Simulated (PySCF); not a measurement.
# IRb (RbI): the cost of one run

Computed with PySCF 2.14.0 and routines of our own; the level stands in each step. Atoms count from 0.

### Step 1. The starting structure

2 atoms, charge 0, multiplicity 1; geometry from: GFN2-xTB.

### Step 2. Optimising the geometry at PBE0-D3(BJ)/def2-SVP

The job: settings as JSON, then the geometry in Å.

```
{"job": {"xc": "PBE0", "basis": "def2-SVP", "d3": "d3bj", "grid": 1, "maxiter": 30, "shake": 0.01, "kind": "geom"}, "charge": 0, "multiplicity": 1}
Rb     1.647950    -0.028460     0.001350
I     -1.630460    -0.000350    -0.013480
```

The run is started by

```
> OMP_NUM_THREADS=1 python heavy_run.py task.json out
```

The driver reads the jobs from task.json and runs them one after another.

Q: Estimate the wall time and peak memory of this first job on 1 thread of Arm Neoverse V1, shared host.

About 4.6 s, with a peak of 0.26 GiB.
